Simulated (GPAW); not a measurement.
HPbNO4 in GPAW: the effect of functional

The system is HPbNO4.

```
CELL_PARAMETERS angstrom
4.27531 -0.00040 0.00636
-2.08399 5.20775 -0.04907
-2.12377 -1.86574 4.91491
ATOMIC_POSITIONS crystal
H 0.99073 0.03330 0.90994
Pb 0.50274 0.81989 0.14287
N 0.00838 0.47408 0.50265
O 0.99816 0.92741 0.02877
O 0.19467 0.73435 0.60852
O 0.81673 0.35882 0.24556
O 0.01381 0.33121 0.65217
```

The cell was built by a generator and needn't be a form met in nature.

Alike in all runs:

| Property | Result |
| --- | --- |
| Program | GPAW 26.7.0 |
| Task | band structure |
| Cutoff | 800 eV |
| Basis | pw |
| k mesh | 6 × 4 × 4 |
| Occupations | fermi-dirac, width 0.05 eV |
| Spin | no spin polarisation |

| functional | potentials or basis | gap on the mesh (eV) |
| --- | --- | --- |
| RPBE | the program's PAW data sets (release 1.2.1) made for this functional | 2.91 |
| revPBE | the program's PAW data sets (release 1.2.1) made for this functional | 2.90 |
| BLYP | PAW data sets generated in the run's folder for this functional | 2.83 |
| SCAN | GPAW PAW data sets (gpaw-data 1.2.1) | ? |
| GLLB-SC | the program's PAW data sets (release 1.2.1) made for this functional | 4.35 |

Question: What does the run with functional SCAN give?

Answer: gap on the mesh 3.15 eV.

Caveats: spin-orbit coupling is left out, which as a rule narrows the gap of such compounds by several tenths of an eV; the GLLB-SC gap is the Kohn-Sham gap of the path plus the derivative discontinuity (some runs); a model potential gives levels but no total energy (some runs).

A k mesh can miss the band edges.

Runs at the PBE level aren't shown here.
